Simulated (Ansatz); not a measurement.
# Sn3SbN: the cost of one run

Method: DFT PBE, scalar-relativistic, plane waves, PAW, in Ansatz 0.2.0.

## Step 1: The starting structure

The structure is cubic, space group Pm-3m (No. 221). Conventional cell: a = 5.000 Å, b = 5.000 Å, c = 5.000 Å, α = 90.00°, β = 90.00°, γ = 90.00°. Sb (site symmetry m-3m) is surrounded by 12 Sn at 3.54 Å. Around N (site symmetry m-3m) lie 6 Sn at 2.50 Å. Sn (site symmetry 4/mmm) is surrounded by 2 N at 2.50 Å.

Structure file:

```cif
data_structure
_symmetry_space_group_name_H-M 'Pm-3m'
_symmetry_Int_Tables_number 221
_cell_length_a 5.0000
_cell_length_b 5.0000
_cell_length_c 5.0000
_cell_angle_alpha 90.000
_cell_angle_beta 90.000
_cell_angle_gamma 90.000
_cell_volume 125.00
loop_
_atom_site_label
_atom_site_type_symbol
_atom_site_symmetry_multiplicity
_atom_site_Wyckoff_symbol
_atom_site_fract_x
_atom_site_fract_y
_atom_site_fract_z
_atom_site_occupancy
Sb1 Sb 1 a 0.00000 0.00000 0.00000 1
N1 N 1 b 0.50000 0.50000 0.50000 1
Sn1 Sn 3 c 0.50000 0.50000 0.00000 1
```

This is a trial structure built by rule; it need not be a known or stable form of this composition.

This is a trial structure, the antiperovskite prototype, and another one may lie lower.

## Step 2: Coarse point 1 of the search for the rest volume

input.yaml

```yaml
crystal:
  lattice:
    - [5.0, 0.0, 0.0]
    - [0.0, 5.0, 0.0]
    - [0.0, 0.0, 5.0]
  atoms:
    - { symbol: Sb, position: [0.0, 0.0, 0.0] }
    - { symbol: "N", position: [0.5, 0.5, 0.5] }
    - { symbol: Sn, position: [0.5, 0.5, 0.0] }
    - { symbol: Sn, position: [0.5, 0.0, 0.5] }
    - { symbol: Sn, position: [0.0, 0.5, 0.5] }
basis:
  ecutwfc: 420
kpoints:
  mp_grid: { grid: [4, 4, 4] }
hamiltonian:
  xc: pbe
scf:
  occupations: { method: gaussian, width: 0.05 }
output:
  forces: true
  stress: true
  eigenvalues: true
```

Run with:

```bash
$ ansatz run input.yaml --threads 1 --pin off --max-ram 1228MiB --backend cpu --events-out ev --progress --plain --runs-dir out
```

What time and memory should one allow on 1 thread of Intel Xeon Platinum 8259CL at 2.50GHz (Skylake/Cascade Lake), shared host?

About 3.3 s, with a peak of 0.51 GiB.
